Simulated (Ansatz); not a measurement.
# BH2Cl (SMILES BCl) at HF/def2-TZVP

Aim: the electronic atomisation energy of BH2Cl at HF/def2-TZVP, from 4 runs. 

The results are computed with Ansatz 0.2.0.

44 further runs of the same task are left out: 44 set aside as unsound or not needed.

## Step 1: The structure to begin with

BH2Cl has 4 atoms, charge 0, and is taken as a singlet. SMILES: `BCl`. Geometry: relaxed at PBE0-D4/def2-TZVP.

Bond lengths: B1–Cl2 1.733 Å, B1–H3 1.190 Å, B1–H4 1.190 Å. Angles: Cl2–B1–H3 118.1°, Cl2–B1–H4 118.1°, H3–B1–H4 123.7°.

## Step 2: The energy at HF/def2-TZVP

The input, in.yaml:

```yaml
crystal:
  periodic: [false, false, false]
  atoms:
    - {symbol: B, position_ang: [-0.116700, 0.021700, -0.075300]}
    - {symbol: Cl, position_ang: [1.365000, -0.395300, 0.721200]}
    - {symbol: H, position_ang: [-1.106200, -0.559500, 0.240400]}
    - {symbol: H, position_ang: [-0.086600, 0.872800, -0.906600]}
basis:
  gaussian: {orbitals: def2-TZVP}
hamiltonian: {xc: hf}
accuracy: high
output: {orbitals: {seedname: orbitals}}
```

Launch:

```console
ansatz run in.yaml --threads 1 --pin off --max-ram 3480MiB --events-out events.jsonl --progress --plain --runs-dir runs
```

The program printed:

```text
Warning: RAYON_NUM_THREADS=1 ignored (pool sized by the plan → 1); use --threads N
Functional definition: HF
  name "HF"
  exchange = exact_x
  correlation = 0
1294 factors; integrals over basis functions are off by at most 4.0e-9 eV
mean field evaluation 1: about -13207.5536 eV, gradient 1.1e1 eV
mean field evaluation 2: about -13207.5564 eV, gradient 1.1e1 eV
mean field evaluation 4: about -13208.1269 eV, gradient 1.5e0 eV
mean field evaluation 8: about -13208.1350 eV, gradient 4.2e-4 eV
mean field -13208.13498588 eV, -485.3900079357 hartree, gradient 1.2e-8 eV, S^2 0.000000; 0 other end points of the search recorded, 0 dependent functions left out
reference -13208.13498588 eV, -485.3900079357 hartree; 12, 12 occupied and 68, 68 virtual orbitals, 1294 factors
Total energy: -13208.13498588 eV, -485.3900079357 hartree
```

Wall time 0.97 s (1 thread of Arm Neoverse V2, shared host); peak memory 0.14 GiB.

## Step 3: The B atom, same level

The input, input.yaml:

```yaml
crystal:
  periodic: [false, false, false]
  atoms:
    - {symbol: B, position_ang: [0.000000, 0.000000, 0.000000]}
basis:
  gaussian:
    orbitals: def2-TZVP
magnetization:
  spin_polarized: true
  initial_magnetization: 1
hamiltonian:
  xc: hf
accuracy: high
```

Run the same way, it converges to -24.53233 Eh (log not shown).

## Step 4: The Cl atom at the same level

input.yaml, as its differences from that of step 3:

```diff
@@ -3,3 +3,3 @@
   atoms:
-    - {symbol: B, position_ang: [0.000000, 0.000000, 0.000000]}
+    - {symbol: Cl, position_ang: [0.000000, 0.000000, 0.000000]}
 basis:
```

Run the same way, it converges to -459.47681 Eh (log not shown).

## Step 5: The H atom, same level

The input, input.yaml:

```yaml
basis:
  gaussian: {orbitals: def2-TZVP}
crystal:
  periodic: [false, false, false]
  atoms:
    - symbol: H
      position_ang: [0.000000, 0.000000, 0.000000]
hamiltonian: {xc: hf}
magnetization: {spin_polarized: true, initial_magnetization: 1}
accuracy: high
```

Launch:

```console
ansatz run input.yaml --threads 1 --pin off --max-ram 3480MiB --events-out events.jsonl --progress --plain --runs-dir runs
```

The program printed:

```text
Warning: RAYON_NUM_THREADS=1 ignored (pool sized by the plan → 1); use --threads N
Functional definition: HF
  name "HF"
  exchange = exact_x
  correlation = 0
21 factors; integrals over basis functions are off by at most 4.9e-8 eV
mean field evaluation 1: about -13.5531 eV, gradient 1.7e0 eV
mean field evaluation 2: about -13.5531 eV, gradient 1.7e0 eV
mean field evaluation 4: about -13.6007 eV, gradient 2.9e-3 eV
mean field evaluation 8: about -13.6005 eV, gradient 1.7e-11 eV
mean field -13.60051839 eV, -0.4998098322 hartree, gradient 6.6e-10 eV, S^2 0.750000; 0 other end points of the search recorded, 0 dependent functions left out
reference -13.60051839 eV, -0.4998098322 hartree; 1, 0 occupied and 5, 6 virtual orbitals, 21 factors
Total energy: -13.60051839 eV, -0.4998098322 hartree
```

Wall time 0.04 s (1 thread of Arm Neoverse V2, shared host).

## Step 6: What came out

At HF/def2-TZVP:

```
                     quantity          value
       molecule: total energy  -485.39001 Eh
        molecule: HOMO energy      -11.96 eV
        molecule: LUMO energy        1.71 eV
      molecule: HOMO–LUMO gap       13.67 eV
         B atom: total energy   -24.53233 Eh
                 B atom: ⟨S²⟩          0.761
        Cl atom: total energy  -459.47681 Eh
                Cl atom: ⟨S²⟩          0.760
         H atom: total energy    -0.49981 Eh
                 H atom: ⟨S²⟩          0.750
electronic atomisation energy      10.374 eV
```

**Reading.** Taking the molecule apart into free atoms costs 10.37 eV (239 kcal/mol), before zero-point energy and without spin-orbit coupling. Hartree–Fock lacks the correlation of the bonding pairs, which as a rule makes this value much too low; in minimal bases other errors can mask that.
